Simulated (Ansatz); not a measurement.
# C₇H₁₂: a ladder of functionals and wavefunction methods

How much do the methods differ for C₇H₁₂? The plan is to run it at one geometry with functionals of several rungs and with coupled cluster. The yardstick is the atomisation energy at the CCSD(T) limit.

Method: functionals in def2-TZVPP, the program's frozen cores in correlated methods; program: Ansatz 0.2.0, Gaussian basis.

Plan: LDA (SPW92), PBE-D4, revPBE-D4, BLYP-D4, r2SCAN-D4, B97M-V, PBE0-D4, B3LYP-D4, r2SCANh-D4, r2SCAN0-D4, HSE06-D4, BHLYP-D4, CAM-B3LYP-D4, LC-ωPBE, ωB97X-V, ωB97M-V, B2PLYP, PBE-QIDH; CCSD(T)/def2-SVP; CCSD(T)/def2-TZVPP; MP2/def2-QZVPP; extrapolation to the limit; RPA on PBE.

### 1 The geometry

All runs share one geometry, relaxed beforehand with PBE0-D4 in a triple-zeta def2 set.

SMILES `C=C1CCCCC1`, 19 atoms, charge 0, spin multiplicity 1.

Atoms are counted from 1 here; the program's logs count them from 0.

Bond lengths: C1–C2 1.328 Å, C1–H8 1.085 Å, C1–H9 1.085 Å, C2–C3 1.499 Å, C2–C7 1.499 Å, C3–C4 1.529 Å, C3–H10 1.093 Å, C3–H11 1.099 Å, C4–C5 1.522 Å, C4–H12 1.094 Å, C4–H13 1.096 Å, C5–C6 1.522 Å, C5–H14 1.094 Å, C5–H15 1.098 Å, C6–C7 1.529 Å, C6–H16 1.094 Å, C6–H17 1.096 Å, C7–H18 1.093 Å and more. Angles: C2–C1–H8 121.4°, C2–C1–H9 121.4°, H8–C1–H9 117.1°, C1–C2–C3 122.8°, C1–C2–C7 122.8°, C3–C2–C7 114.3°, C2–C3–C4 111.0°, C2–C3–H10 110.4°, C2–C3–H11 108.8°, C4–C3–H10 110.9°, C4–C3–H11 108.4°, H10–C3–H11 107.1°, C3–C4–C5 111.3°, C3–C4–H12 109.9°, C3–C4–H13 108.9°, C5–C4–H12 110.5°, C5–C4–H13 109.3°, H12–C4–H13 106.8° and more.

As a file:

```mol
C7H12
  3D, bonds by distance, orders not assigned

 19 19  0  0  0  0  0  0  0  0999 V2000
   -0.6604   -2.0067   -1.2136 C   0  0
   -0.6120   -0.8765   -0.5173 C   0  0
   -0.5149   -0.8465    0.9783 C   0  0
    0.6935   -0.0281    1.4332 C   0  0
    0.6824    1.3625    0.8147 C   0  0
    0.6091    1.2921   -0.7038 C   0  0
   -0.5995    0.4763   -1.1630 C   0  0
   -0.7147   -2.0018   -2.2972 H   0  0
   -0.6528   -2.9744   -0.7228 H   0  0
   -0.4710   -1.8624    1.3784 H   0  0
   -1.4233   -0.3792    1.3830 H   0  0
    0.7095    0.0386    2.5251 H   0  0
    1.6095   -0.5505    1.1339 H   0  0
    1.5698    1.9219    1.1252 H   0  0
   -0.1850    1.9188    1.1926 H   0  0
    0.5651    2.2978   -1.1321 H   0  0
    1.5217    0.8228   -1.0893 H   0  0
   -0.6144    0.3799   -2.2513 H   0  0
   -1.5124    1.0153   -0.8741 H   0  0
  1  2  8  0
  2  3  8  0
  3  4  8  0
  4  5  8  0
  5  6  8  0
  6  7  8  0
  1  8  8  0
  1  9  8  0
  3 10  8  0
  3 11  8  0
  4 12  8  0
  4 13  8  0
  5 14  8  0
  5 15  8  0
  6 16  8  0
  6 17  8  0
  7 18  8  0
  7 19  8  0
  2  7  8  0
M  END
```

### 2 LDA

This LDA is Slater exchange with PW92 correlation.

File in.yaml:

```yaml
crystal:
  periodic: [false, false, false]
  atoms:
    - {symbol: C, position_ang: [-0.660432, -2.006749, -1.213578]}
    - {symbol: C, position_ang: [-0.612048, -0.876529, -0.517306]}
    - {symbol: C, position_ang: [-0.514862, -0.846477, 0.978333]}
    - {symbol: C, position_ang: [0.693488, -0.028058, 1.433249]}
    - {symbol: C, position_ang: [0.682359, 1.362520, 0.814737]}
    - {symbol: C, position_ang: [0.609095, 1.292076, -0.703835]}
    - {symbol: C, position_ang: [-0.599458, 0.476317, -1.162993]}
    - {symbol: H, position_ang: [-0.714742, -2.001823, -2.297194]}
    - {symbol: H, position_ang: [-0.652831, -2.974368, -0.722807]}
    - {symbol: H, position_ang: [-0.470973, -1.862359, 1.378377]}
    - {symbol: H, position_ang: [-1.423311, -0.379160, 1.383022]}
    - {symbol: H, position_ang: [0.709461, 0.038633, 2.525071]}
    - {symbol: H, position_ang: [1.609513, -0.550499, 1.133894]}
    - {symbol: H, position_ang: [1.569819, 1.921923, 1.125245]}
    - {symbol: H, position_ang: [-0.185048, 1.918831, 1.192646]}
    - {symbol: H, position_ang: [0.565070, 2.297775, -1.132105]}
    - {symbol: H, position_ang: [1.521702, 0.822796, -1.089304]}
    - {symbol: H, position_ang: [-0.614355, 0.379890, -2.251322]}
    - {symbol: H, position_ang: [-1.512446, 1.015259, -0.874132]}
basis:
  gaussian: {orbitals: def2-TZVPP}
hamiltonian: {xc: lda}
output: {orbitals: {seedname: orbitals}}
```

Command:

```sh
$ ansatz run in.yaml --threads 2 --pin off --events-out ev --progress --plain --max-ram 32768MiB --backend cuda --devices 0, --max-vram 18GiB
```

After this run come: PBE-D4 (GGA); revPBE-D4 (GGA); BLYP-D4 (GGA); r2SCAN-D4 (meta-GGA); B97M-V (meta-GGA); PBE0-D4 (hybrid); B3LYP-D4 (hybrid); r2SCANh-D4 (hybrid); r2SCAN0-D4 (hybrid); HSE06-D4 (hybrid); BHLYP-D4 (hybrid); CAM-B3LYP-D4 (range-separated); LC-ωPBE (range-separated); ωB97X-V (range-separated); ωB97M-V (range-separated); B2PLYP (double hybrid); PBE-QIDH (double hybrid); CCSD(T) in def2-SVP; CCSD(T) in def2-TZVPP; MP2 in def2-QZVPP; RPA on PBE orbitals.

Q: Predict the results of all the runs planned. Wanted: atomisation energy, CCSD(T)/CBS; farthest beyond LDA; mean size of error, GGA; mean size of error, meta-GGA; mean size of error, hybrid; mean size of error, range-separated; mean size of error, double hybrid; gap, smallest and largest; T1 diagnostic.

As calculated:

| quantity | value |
| --- | --- |
| atomisation energy, CCSD(T)/CBS | 83.007 eV |
| functionals within 0.415 eV (0.5 %) | revPBE-D4, BLYP-D4, r2SCAN-D4, B97M-V, B3LYP-D4, r2SCANh-D4, r2SCAN0-D4, LC-ωPBE, ωB97X-V, ωB97M-V, PBE-QIDH |
| farthest beyond LDA | PBE-D4 (+1.962 eV) |
| mean size of error, GGA | 0.827 eV |
| mean size of error, meta-GGA | 0.289 eV |
| mean size of error, hybrid | 0.719 eV |
| mean size of error, range-separated | 0.292 eV |
| mean size of error, double hybrid | 0.502 eV |
| gap, smallest and largest | 5.25 eV (LDA (SPW92)), 12.30 eV (LC-ωPBE) |
| T1 diagnostic | 0.0096 |
| triples share of the correlation energy | 4.2 % |

**Reading.** The LDA atomisation energy is off by 11.569 eV (14 %): it overbinds. PBE-D4 is off by +1.962 eV. Double hybrids carry the basis error of their MP2 part in triple zeta, and no dispersion term here, so their miss is partly the set-up's. The rungs meta-GGA, range-separated miss on average by less than the doubt on the reference (0.415 eV), so they tie. The reference freezes the cores and leaves out relativity and excitations past (T), so misses under about 0.415 eV can't be ranked. Hartree-Fock recovers 76 % of the binding; the rest is correlation. CCSD(T) in def2-SVP is off by -2.732 eV, worse than the median functional, from the basis alone. Orbital gaps span 5.2 to 12.3 eV; exact exchange widens them.
